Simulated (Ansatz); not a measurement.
**ClF₂HSeTi: single points with varied inputs**

How do the results and run time of ClF₂HSeTi respond when the settings are drawn wide?

Program: Ansatz 0.2.0, Gaussian basis. Level of theory: the settings change from run to run. These are calculated values, not measurements.

**1. The relaxed structure**

An earlier PBE0-D4 in a triple-zeta def2 set relaxation fixed the geometry.

SMILES `[F][Ti]([F])([Cl])[SeH]`, 6 atoms, charge 0, spin multiplicity 1.

Atoms are counted from 1 here; the program's logs count them from 0.

Bond lengths: F1–Ti2 1.740 Å, Ti2–F3 1.735 Å, Ti2–Cl4 2.181 Å, Ti2–Se5 2.402 Å, Se5–H6 1.474 Å. Angles: F1–Ti2–F3 113.4°, F1–Ti2–Cl4 109.0°, F1–Ti2–Se5 108.5°, F3–Ti2–Cl4 110.8°, F3–Ti2–Se5 105.2°, Cl4–Ti2–Se5 109.9°, Ti2–Se5–H6 88.4°.

**2. PBEsol/aug-cc-pVDZ**

Set apart from the defaults: D3(BJ) dispersion.

in.yaml

```yaml
crystal:
  periodic: [false, false, false]
  atoms:
    - {symbol: F, position_ang: [0.092217, -0.731442, 1.695352]}
    - {symbol: Ti, position_ang: [0.246334, -0.526788, -0.025420]}
    - {symbol: F, position_ang: [1.749597, -1.118780, -0.657773]}
    - {symbol: Cl, position_ang: [-1.441231, -1.496290, -1.009220]}
    - {symbol: Se, position_ang: [0.238753, 1.823972, -0.518110]}
    - {symbol: H, position_ang: [-0.843670, 1.985330, 0.468971]}
basis:
  gaussian: {orbitals: aug-cc-pVDZ}
hamiltonian: {xc: {name: PBEsol}, dispersion: d3bj}
output: {forces: true}
```

Launch:

```bash
$ ansatz run in.yaml --threads 4 --pin off --events-out ev --progress --plain --max-ram 10444MiB
```

Standard output:

```text
Functional definition: PBEsol
  name "PBEsol"
  cite "Perdew et al., Phys. Rev. Lett. 100, 136406 (2008) doi:10.1103/PhysRevLett.100.136406"
  cite "Perdew, Burke & Ernzerhof, Phys. Rev. Lett. 77, 3865 (1996) doi:10.1103/PhysRevLett.77.3865"
  parent pbesol
  exchange = pbesol_x
  correlation = pbesol_c
1736 factors; their error is unknown
mean field evaluation 1: about -106310.0866 eV, gradient 5.4e1 eV
mean field evaluation 2: about -106290.2674 eV, gradient 1.1e2 eV
mean field evaluation 4: about -106315.3169 eV, gradient 1.5e1 eV
mean field evaluation 8: about -106315.8624 eV, gradient 3.8e-1 eV
mean field evaluation 16: about -106315.8258 eV, gradient 5.1e-4 eV
mean field -106315.82578418 eV, -3907.0345341136 hartree, gradient 7.9e-5 eV, S^2 0.000000; 0 other end points of the search recorded, 0 dependent functions left out
the calculation of the forces begins
reference -106315.82588460 eV, -3907.0345378041 hartree; 46, 46 occupied and 131, 131 virtual orbitals, 1736 factors
Total energy: -106315.90821510 eV, -3907.0375633940 hartree
Atom 0 at     0.092217    -0.731442     1.695352 Å, force    -0.058124    -0.042283     0.400644 eV/Å
Atom 1 at     0.246334    -0.526788    -0.025420 Å, force    -0.193445     0.231334    -0.174691 eV/Å
Atom 2 at     1.749597    -1.118780    -0.657773 Å, force     0.339070    -0.129529    -0.162577 eV/Å
Atom 3 at    -1.441231    -1.496290    -1.009220 Å, force    -0.094020    -0.047300    -0.051752 eV/Å
Atom 4 at     0.238753     1.823972    -0.518110 Å, force     0.289164    -0.030399    -0.275310 eV/Å
Atom 5 at    -0.843670     1.985330     0.468971 Å, force    -0.282644     0.018177     0.263686 eV/Å
Dipole moment:    -0.056633     0.193404     0.048288 e Å
```

Run time: 3.6 s. Hardware: 4 threads of Arm Neoverse V2, shared host; peak memory 0.33 GiB.

Largest force 0.407 eV/Å, dipole 1.00 D.

**3. B3LYP/def2-mTZVP**

Options: D3(BJ) with three-body dispersion.

Edit in.yaml of step 2 so:

```diff
@@ -10,4 +10,3 @@
 basis:
-  gaussian: {orbitals: aug-cc-pVDZ}
-hamiltonian: {xc: {name: PBEsol}, dispersion: d3bj}
-output: {forces: true}
+  gaussian: {orbitals: def2-mTZVP}
+hamiltonian: {xc: {name: B3LYP}, dispersion: d3bjatm}
```

Same command.

Standard output, shortened:

```text
Functional definition: B3LYP
  name "B3LYP"
  cite "Stephens, Devlin, Chabalowski & Frisch, J. Phys. Chem. 98, 11623 (1994) doi:10.1021/j100096a001"
  cite "Becke, Phys. Rev. A 38, 3098 (1988) doi:10.1103/PhysRevA.38.3098"
  cite "Lee, Yang & Parr, Phys. Rev. B 37, 785 (1988) doi:10.1103/PhysRevB.37.785"
  cite "Vosko, Wilk & Nusair, Can. J. Phys. 58, 1200 (1980) doi:10.1139/p80-159"
[...]
1179 factors; integrals over basis functions are off by at most 5.5e-4 eV
[...]
mean field -106448.73098956 eV, -3911.9187103250 hartree, gradient 1.7e-5 eV, S^2 0.000000; 0 other end points of the search recorded, 0 dependent functions left out
reference -106448.73125432 eV, -3911.9187200547 hartree; 46, 46 occupied and 86, 86 virtual orbitals, 1179 factors
Total energy: -106449.07176052 eV, -3911.9312334269 hartree
```

Wall time 2.3 s (4 threads of Arm Neoverse V2, shared host); peak memory 0.33 GiB.

**4. LC-wPBE/def2-SVP**

Options: density fitting with def2-universal-jkfit, a grid of angular degree 11, the search for lower states set to full.

Edit in.yaml of step 3 so:

```diff
@@ -10,3 +10,4 @@
 basis:
-  gaussian: {orbitals: def2-mTZVP}
-hamiltonian: {xc: {name: B3LYP}, dispersion: d3bjatm}
+  gaussian: {orbitals: def2-SVP, fitting: {mean_field: def2-universal-jkfit}, final_grid: {core_spheres: 5, valence_spheres: 4, degree: 11}}
+hamiltonian: {xc: {name: LC-wPBE}}
+scf: {lower_state_search: full}
```

The command is unchanged.

Standard output, shortened:

```text
Functional definition: LC-wPBE
  name "LC-wPBE"
  cite "Vydrov & Scuseria, J. Chem. Phys. 125, 234109 (2006) doi:10.1063/1.2409292"
  cite "Heyd & Scuseria, J. Chem. Phys. 120, 7274 (2004) doi:10.1063/1.1668634"
  cite "Ernzerhof & Perdew, J. Chem. Phys. 109, 3313 (1998) doi:10.1063/1.476928"
  cite "Perdew, Burke & Ernzerhof, Phys. Rev. Lett. 77, 3865 (1996) doi:10.1103/PhysRevLett.77.3865"
  parent pbe
[...]
830 factors; integrals over basis functions are off by at most 3.1e-1 eV
830 factors; integrals over basis functions are off by at most 2.0e-5 eV
[...]
mean field -106404.45330468 eV, -3910.2915354182 hartree, gradient 6.2e-5 eV, S^2 0.000000; 3 other end points of the search recorded, 0 dependent functions left out
reference -106404.45330471 eV, -3910.2915354192 hartree; 46, 46 occupied and 68, 68 virtual orbitals, 830 factors
Total energy: -106404.45330471 eV, -3910.2915354192 hartree
```

Wall time 2.6 s (4 threads of Arm Neoverse V2, shared host); peak memory 0.28 GiB.

**5. r2SCAN/cc-pVTZ**

Edit in.yaml of step 4 so:

```diff
@@ -10,4 +10,4 @@
 basis:
-  gaussian: {orbitals: def2-SVP, fitting: {mean_field: def2-universal-jkfit}, final_grid: {core_spheres: 5, valence_spheres: 4, degree: 11}}
-hamiltonian: {xc: {name: LC-wPBE}}
-scf: {lower_state_search: full}
+  gaussian: {orbitals: cc-pVTZ}
+hamiltonian: {xc: {name: r2SCAN}}
+output: {forces: true}
```

The command is unchanged.

Standard output, shortened:

```text
Functional definition: r2SCAN
  name "r2SCAN"
  cite "Furness, Kaplan, Ning, Perdew & Sun, J. Phys. Chem. Lett. 11, 8208 (2020) doi:10.1021/acs.jpclett.0c02405"
  cite "Furness, Kaplan, Ning, Perdew & Sun, J. Phys. Chem. Lett. 11, 9248 (2020) doi:10.1021/acs.jpclett.0c03077"
  parent r2scan
[...]
1512 factors; their error is unknown
[...]
mean field -106445.48698619 eV, -3911.7994954001 hartree, gradient 2.3e-5 eV, S^2 0.000000; 0 other end points of the search recorded, 0 dependent functions left out
[...]
reference -106445.48700821 eV, -3911.7994962091 hartree; 46, 46 occupied and 173, 173 virtual orbitals, 1512 factors
Total energy: -106445.48700821 eV, -3911.7994962091 hartree
Atom 0 at     0.092217    -0.731442     1.695352 Å, force    -0.028718    -0.043826     0.320029 eV/Å
Atom 1 at     0.246334    -0.526788    -0.025420 Å, force    -0.053040     0.133960    -0.058925 eV/Å
Atom 2 at     1.749597    -1.118780    -0.657773 Å, force     0.278963    -0.115686    -0.115417 eV/Å
Atom 3 at    -1.441231    -1.496290    -1.009220 Å, force    -0.212944    -0.143482    -0.116270 eV/Å
Atom 4 at     0.238753     1.823972    -0.518110 Å, force     0.010496     0.179495    -0.022505 eV/Å
Atom 5 at    -0.843670     1.985330     0.468971 Å, force     0.005243    -0.010462    -0.006911 eV/Å
Dipole moment:    -0.060608     0.181526     0.056612 e Å
```

Wall time 8 s (4 threads of Arm Neoverse V2, shared host); peak memory 0.4 GiB.

Largest force 0.324 eV/Å, dipole 0.96 D.

**6. rPW86-PBE/def2-SVPD**

Options: charge +1, multiplicity 2, restricted open-shell orbitals, atoms shaken by 0.08 Å.

in.yaml

```yaml
crystal:
  periodic: [false, false, false]
  atoms:
    - {symbol: F, position_ang: [0.127187, -0.696660, 1.817691]}
    - {symbol: Ti, position_ang: [0.121722, -0.367032, -0.144606]}
    - {symbol: F, position_ang: [1.838933, -1.010275, -0.700468]}
    - {symbol: Cl, position_ang: [-1.407023, -1.492083, -0.938055]}
    - {symbol: Se, position_ang: [0.272452, 1.787192, -0.417390]}
    - {symbol: H, position_ang: [-0.883322, 1.903141, 0.445590]}
basis:
  gaussian: {orbitals: def2-SVPD}
total_charge: 1
magnetization: {spin_polarized: false, initial_magnetization: 1}
hamiltonian: {xc: {name: rPW86-PBE}}
output: {forces: true}
```

Same command.

Standard output, shortened:

```text
Functional definition: rPW86-PBE
  name "rPW86-PBE"
  cite "Murray, Lee & Langreth, J. Chem. Theory Comput. 5, 2754 (2009) doi:10.1021/ct900365q"
  cite "Perdew, Burke & Ernzerhof, Phys. Rev. Lett. 77, 3865 (1996) doi:10.1103/PhysRevLett.77.3865"
  parent pbe
[...]
1537 factors; their error is unknown
[...]
mean field -106471.09191054 eV, -3912.7404590143 hartree, gradient 2.0e-5 eV, S^2 0.750000; 7 other end points of the search recorded, 0 dependent functions left out
[...]
reference -106471.09207603 eV, -3912.7404650959 hartree; 46, 45 occupied and 110, 111 virtual orbitals, 1537 factors
Total energy: -106471.09207603 eV, -3912.7404650959 hartree
Atom 0 at     0.127187    -0.696660     1.817691 Å, force    -0.163828     0.984776    -3.402293 eV/Å
Atom 1 at     0.121722    -0.367032    -0.144606 Å, force     4.932539    -7.486894     4.572777 eV/Å
Atom 2 at     1.838933    -1.010275    -0.700468 Å, force    -3.063004     1.360803     0.707634 eV/Å
Atom 3 at    -1.407023    -1.492083    -0.938055 Å, force    -1.882198    -0.914521    -1.136678 eV/Å
Atom 4 at     0.272452     1.787192    -0.417390 Å, force     1.258937     5.833897    -1.546281 eV/Å
Atom 5 at    -0.883322     1.903141     0.445590 Å, force    -1.082445     0.221939     0.804841 eV/Å
Dipole moment:    -0.539871     0.744023    -0.321342 e Å
```

Run time: 23 s. Hardware: 4 threads of Arm Neoverse V2, shared host; peak memory 0.53 GiB.

Largest force 10.064 eV/Å.

**7. RPA/6-31G***

This run has unrestricted orbitals, a point charge of 0.50 e beside it.

in.yaml

```yaml
crystal:
  periodic: [false, false, false]
  atoms:
    - {symbol: F, position_ang: [0.092217, -0.731442, 1.695352]}
    - {symbol: Ti, position_ang: [0.246334, -0.526788, -0.025420]}
    - {symbol: F, position_ang: [1.749597, -1.118780, -0.657773]}
    - {symbol: Cl, position_ang: [-1.441231, -1.496290, -1.009220]}
    - {symbol: Se, position_ang: [0.238753, 1.823972, -0.518110]}
    - {symbol: H, position_ang: [-0.843670, 1.985330, 0.468971]}
basis:
  gaussian: {orbitals: "6-31G*", point_charges: [{charge: 0.50, position_ang: [5.732, -0.592, 0.917]}]}
magnetization: {spin_polarized: true, initial_magnetization: 0}
hamiltonian: {xc: {name: HF}}
correlation: {method: rpa}
```

The command is unchanged.

Standard output, shortened:

```text
Functional definition: HF
  name "HF"
  cite "Fock, Z. Phys. 61, 126 (1930) doi:10.1007/BF01340294"
  parent pbe
[...]
1148 factors; integrals over basis functions are off by at most 9.5e-4 eV
[...]
mean field -106316.24131738 eV, -3907.0498046772 hartree, gradient 9.8e-6 eV, S^2 0.000000; 8 other end points of the search recorded, 0 dependent functions left out
21 core orbitals not correlated: weight in the atoms' cores, before any rotation towards them, 1.000 or more for the frozen orbitals, at most 0.000 for the correlated occupied ones
reference -106316.24131738 eV, -3907.0498046772 hartree; 25, 25 occupied and 76, 76 virtual orbitals, 1148 factors
Total energy: -106346.70250851 eV, -3908.1692328036 hartree
```

It took 11 s on 4 threads of Arm Neoverse V2, shared host; peak memory 0.61 GiB.

⟨S²⟩ 0.000.

**8. B97M-V/STO-3G**

Edit in.yaml of step 7 so:

```diff
@@ -10,5 +10,4 @@
 basis:
-  gaussian: {orbitals: "6-31G*", point_charges: [{charge: 0.50, position_ang: [5.732, -0.592, 0.917]}]}
-magnetization: {spin_polarized: true, initial_magnetization: 0}
-hamiltonian: {xc: {name: HF}}
-correlation: {method: rpa}
+  gaussian: {orbitals: STO-3G}
+hamiltonian: {xc: {name: B97M-V}}
+output: {forces: true}
```

The command is unchanged.

Standard output, shortened:

```text
Functional definition: B97M-V
  name "B97M-V"
  cite "Mardirossian & Head-Gordon, J. Chem. Phys. 142, 074111 (2015) doi:10.1063/1.4907719"
  cite "Becke, J. Chem. Phys. 107, 8554 (1997) doi:10.1063/1.475007"
  cite "Vydrov & Van Voorhis, J. Chem. Phys. 133, 244103 (2010) doi:10.1063/1.3521275"
  # Of w^i u^j: cxij and so on, Table III.
[...]
  gx(w, u) = cx00 + cx01*u + cx02*u^2 + (cx10 + cx11*u)*w
  gss(w, u) = css00 + css02*u^2 + css10*w + (css32*w^3 + css42*w^4)*u^2
  gos(w, u) = cos00 + cos01*u + cos03*u^3 + cos10*w + cos32*w^3*u^2
[...]
      + integral(e_c_pw_mod_opposite_spin*gos(b97_w_opposite, b97_u_opposite)) + vv10(b, c)
680 factors; integrals over basis functions are off by at most 1.1e-4 eV
[...]
mean field -105260.46254854 eV, -3868.2506505549 hartree, gradient 1.1e-5 eV, S^2 0.000000; 0 other end points of the search recorded, 0 dependent functions left out
[...]
reference -105260.46257897 eV, -3868.2506516732 hartree; 46, 46 occupied and 10, 10 virtual orbitals, 680 factors
Total energy: -105260.46257897 eV, -3868.2506516732 hartree
Atom 0 at     0.092217    -0.731442     1.695352 Å, force     0.298537     0.121393    -2.014184 eV/Å
Atom 1 at     0.246334    -0.526788    -0.025420 Å, force     1.503333     0.130227     0.848538 eV/Å
Atom 2 at     1.749597    -1.118780    -0.657773 Å, force    -1.722475     0.510020     0.887612 eV/Å
Atom 3 at    -1.441231    -1.496290    -1.009220 Å, force    -0.053918    -0.200960     0.013482 eV/Å
Atom 4 at     0.238753     1.823972    -0.518110 Å, force    -0.167221    -0.669248     0.438662 eV/Å
Atom 5 at    -0.843670     1.985330     0.468971 Å, force     0.141745     0.108568    -0.174109 eV/Å
Dipole moment:     0.221914    -0.076179     0.411934 e Å
```

Wall time 3.2 s (4 threads of Arm Neoverse V2, shared host).

Largest force 2.040 eV/Å, dipole 2.28 D.

**9. RPA/cc-pVTZ-DK**

Options: multiplicity 3, restricted open-shell orbitals, coordinates scaled by 1.05, correlated electrons set to outside_noble_gas.

in.yaml

```yaml
crystal:
  periodic: [false, false, false]
  atoms:
    - {symbol: F, position_ang: [0.096828, -0.768014, 1.780120]}
    - {symbol: Ti, position_ang: [0.258651, -0.553127, -0.026691]}
    - {symbol: F, position_ang: [1.837077, -1.174719, -0.690662]}
    - {symbol: Cl, position_ang: [-1.513293, -1.571105, -1.059681]}
    - {symbol: Se, position_ang: [0.250690, 1.915170, -0.544015]}
    - {symbol: H, position_ang: [-0.885854, 2.084596, 0.492420]}
basis:
  gaussian: {orbitals: cc-pVTZ-DK}
magnetization: {spin_polarized: false, initial_magnetization: 2}
hamiltonian: {xc: {name: HF}}
correlation: {method: rpa, electrons: outside_noble_gas}
```

Launched as before.

Standard output, shortened:

```text
Functional definition: HF
  name "HF"
  cite "Fock, Z. Phys. 61, 126 (1930) doi:10.1007/BF01340294"
  parent pbe
[...]
1466 factors; integrals over basis functions are off by at most 8.1e-4 eV
[...]
mean field -107259.65511925 eV, -3941.7196224269 hartree, gradient 2.7e-6 eV, S^2 2.000000; 13 other end points of the search recorded, 0 dependent functions left out
[...]
30 core orbitals not correlated: weight in the atoms' cores, before any rotation towards them, 0.973 or more for the frozen orbitals, at most 0.025 for the correlated occupied ones
reference -107259.65511925 eV, -3941.7196224269 hartree; 17, 15 occupied and 172, 174 virtual orbitals, 1466 factors
Total energy: -107289.28213380 eV, -3942.8083951298 hartree
Relativity: scalar
```

Wall time 1.9 min (4 threads of Arm Neoverse V2, shared host); peak memory 0.93 GiB.

**10. HF/pcseg-2**

Options: charge -1, multiplicity 2, atoms shaken by 0.03 Å, a grid of angular degree 23, high accuracy.

in.yaml

```yaml
crystal:
  periodic: [false, false, false]
  atoms:
    - {symbol: F, position_ang: [0.057373, -0.694188, 1.706633]}
    - {symbol: Ti, position_ang: [0.243826, -0.465618, -0.034707]}
    - {symbol: F, position_ang: [1.778357, -1.132124, -0.661369]}
    - {symbol: Cl, position_ang: [-1.438454, -1.473757, -0.963446]}
    - {symbol: Se, position_ang: [0.243917, 1.808342, -0.493204]}
    - {symbol: H, position_ang: [-0.869012, 2.014744, 0.477250]}
basis:
  gaussian: {orbitals: pcseg-2, final_grid: {core_spheres: 8, valence_spheres: 7, degree: 23}}
total_charge: -1
magnetization: {spin_polarized: true, initial_magnetization: 1}
hamiltonian: {xc: {name: HF}}
accuracy: high
```

The command is unchanged.

Standard output, shortened:

```text
Functional definition: HF
  name "HF"
  cite "Fock, Z. Phys. 61, 126 (1930) doi:10.1007/BF01340294"
  parent pbe
[...]
3597 factors; integrals over basis functions are off by at most 9.8e-9 eV
[...]
mean field -106332.65554974 eV, -3907.6530165904 hartree, gradient 3.5e-8 eV, S^2 0.754012; 4 other end points of the search recorded, 0 dependent functions left out
reference -106332.65554974 eV, -3907.6530165904 hartree; 47, 46 occupied and 160, 161 virtual orbitals, 3597 factors
Total energy: -106332.65554974 eV, -3907.6530165904 hartree
```

Wall time 79 s (4 threads of Arm Neoverse V2, shared host); peak memory 1.5 GiB.

⟨S²⟩ 0.754.

**11. The runs in one table**

```tsv
level	charge	multiplicity	geometry	functions	energy (eV)	time
PBEsol/aug-cc-pVDZ	0	1	relaxed	177	-106315.908	3.6 s
B3LYP/def2-mTZVP	0	1	relaxed	132	-106449.072	2.3 s
LC-wPBE/def2-SVP	0	1	relaxed	114	-106404.453	2.6 s
r2SCAN/cc-pVTZ	0	1	relaxed	219	-106445.487	8 s
rPW86-PBE/def2-SVPD	1	2	shaken	156	-106471.092	23 s
RPA/6-31G*	0	1	relaxed, point charge	122	-106346.703	11 s
B97M-V/STO-3G	0	1	relaxed	56	-105260.463	3.2 s
RPA/cc-pVTZ-DK	0	3	scaled	219	-107289.282	1.9 min
HF/pcseg-2	-1	2	shaken	207	-106332.656	79 s
```

**12. Outcome**

| quantity | value |
| --- | --- |
| runs | 9 |
| quickest | B3LYP/def2-mTZVP, 2.3 s |
| slowest | RPA/cc-pVTZ-DK, 1.9 min |
| spread of total energies, same state and geometry | 1188.6 eV |
| dipole, same state and geometry | 0.96 to 2.28 D |

What this shows: Run time spans a factor of 50, from B3LYP/def2-mTZVP to RPA/cc-pVTZ-DK. The jobs differ in tasks and options as well as level. Total energies at one charge and spin differ by 1189 eV between levels, so only differences within one level mean anything. At the PBE0-D4/def2-TZVP geometry and in the same state, runs without warnings or point charges leave forces up to 2.04 eV/Å (B97M-V/STO-3G). At that geometry and state the dipole changes by 138 % between the lowest and highest value.
